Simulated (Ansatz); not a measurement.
# CH5BGaNS: taking an electron away

One table from this session's results is given with a row withheld; the runs are named, their logs left out.

Program: Ansatz 0.2.0, Gaussian basis. Level of theory: unrestricted cation, the program's frozen cores in correlated methods. These are calculated values, not measurements.

Plan: UKS PBE-D4/def2-TZVPP; UKS r2SCAN-D4/def2-TZVPP; UKS PBE0-D4/def2-TZVPP; UKS B3LYP-D4/def2-TZVPP; UKS wB97X-V/def2-TZVPP; UKS wB97M-V/def2-TZVPP; UKS B2PLYP/def2-TZVPP; UHF-CCSD(T)/def2-TZVPP; UHF-MP2/def2-QZVPP; extrapolation to the limit; then −ε(HOMO) from the neutral's earlier runs with LDA (SPW92), PBE-D4, revPBE-D4, BLYP-D4, r2SCAN-D4, B97M-V, PBE0-D4, B3LYP-D4, r2SCANh-D4, r2SCAN0-D4, HSE06-D4, BHLYP-D4, CAM-B3LYP-D4, LC-ωPBE, ωB97X-V, ωB97M-V.

### Structure used throughout

The geometry comes from an earlier relaxation with PBE0-D4 in a triple-zeta def2 set; it is a stationary point, not always the lowest conformer.

SMILES `[GaH2][NH]B1CS1`, 10 atoms, charge 0, spin multiplicity 1.

Atoms are counted from 1 here; the program's logs count them from 0.

Bond lengths: Ga1–N2 1.851 Å, Ga1–H6 1.556 Å, Ga1–H7 1.561 Å, N2–B3 1.391 Å, N2–H8 1.010 Å, B3–C4 1.531 Å, B3–S5 1.770 Å, C4–S5 1.872 Å, C4–H9 1.087 Å, C4–H10 1.087 Å. Angles: N2–Ga1–H6 116.0°, N2–Ga1–H7 115.8°, H6–Ga1–H7 128.2°, Ga1–N2–B3 124.6°, Ga1–N2–H8 118.6°, B3–N2–H8 116.8°, N2–B3–C4 146.0°, N2–B3–S5 145.3°, C4–B3–S5 68.7°, B3–C4–S5 61.7°, B3–C4–H9 121.4°, B3–C4–H10 121.4°, S5–C4–H9 113.5°, S5–C4–H10 113.5°, H9–C4–H10 113.3°, B3–S5–C4 49.6°.

The first run:

Contents of in.yaml:

```yaml
crystal:
  periodic: [false, false, false]
  atoms:
    - {symbol: Ga, position_ang: [-1.861001, 0.880046, -0.183568]}
    - {symbol: N, position_ang: [-0.375287, 0.186133, -1.043177]}
    - {symbol: B, position_ang: [0.736256, -0.343951, -0.396184]}
    - {symbol: C, position_ang: [1.388897, -0.663359, 0.951282]}
    - {symbol: S, position_ang: [2.325503, -1.093099, -0.612079]}
    - {symbol: H, position_ang: [-1.825276, 0.850515, 1.371457]}
    - {symbol: H, position_ang: [-2.991884, 1.420628, -1.113182]}
    - {symbol: H, position_ang: [-0.358082, 0.186021, -2.053065]}
    - {symbol: H, position_ang: [1.868351, 0.109378, 1.546004]}
    - {symbol: H, position_ang: [1.092523, -1.532302, 1.532492]}
basis:
  gaussian: {orbitals: def2-TZVPP}
total_charge: 1
magnetization: {spin_polarized: true, initial_magnetization: 1}
hamiltonian: {xc: pbe, dispersion: d4}
```

Started as:

```console
> ansatz run in.yaml --threads 2 --pin off --events-out ev --progress --plain --max-ram 32768MiB --backend cpu
```

Steps of the session up to this table: Cation, UKS PBE-D4/def2-TZVPP; Cation, UKS r2SCAN-D4/def2-TZVPP; Cation, UKS PBE0-D4/def2-TZVPP; Cation, UKS B3LYP-D4/def2-TZVPP; Cation, UKS wB97X-V/def2-TZVPP; Cation, UKS wB97M-V/def2-TZVPP; Cation, UKS B2PLYP (frozen core)/def2-TZVPP; Cation, UHF-CCSD(T)/def2-TZVPP; Cation, UHF-MP2/def2-QZVPP.

One table of the session follows, with a row left open; its other results are not shown here.

It belongs to the step «Ionisation energies side by side». Orbital estimates, from the neutral's runs:

| functional | −ε(HOMO) (eV) |
| --- | --- |
| LDA (SPW92) | 5.81 |
| PBE-D4 | 5.67 |
| revPBE-D4 | 5.62 |
| BLYP-D4 | 5.50 |
| r2SCAN-D4 | 5.89 |
| B97M-V | 5.96 |
| PBE0-D4 | 6.79 |
| B3LYP-D4 | 6.55 |
| r2SCANh-D4 | 6.31 |
| r2SCAN0-D4 | 6.95 |
| HSE06-D4 | 6.40 |
| BHLYP-D4 | 7.78 |
| CAM-B3LYP-D4 | 8.06 |
| LC-ωPBE | ? |
| ωB97X-V | 9.08 |
| ωB97M-V | 8.92 |

Q: Estimate the row for LC-ωPBE from the others.

The run gave: −ε(HOMO) (eV): 9.44. In the column «−ε(HOMO) (eV)» it is the highest.
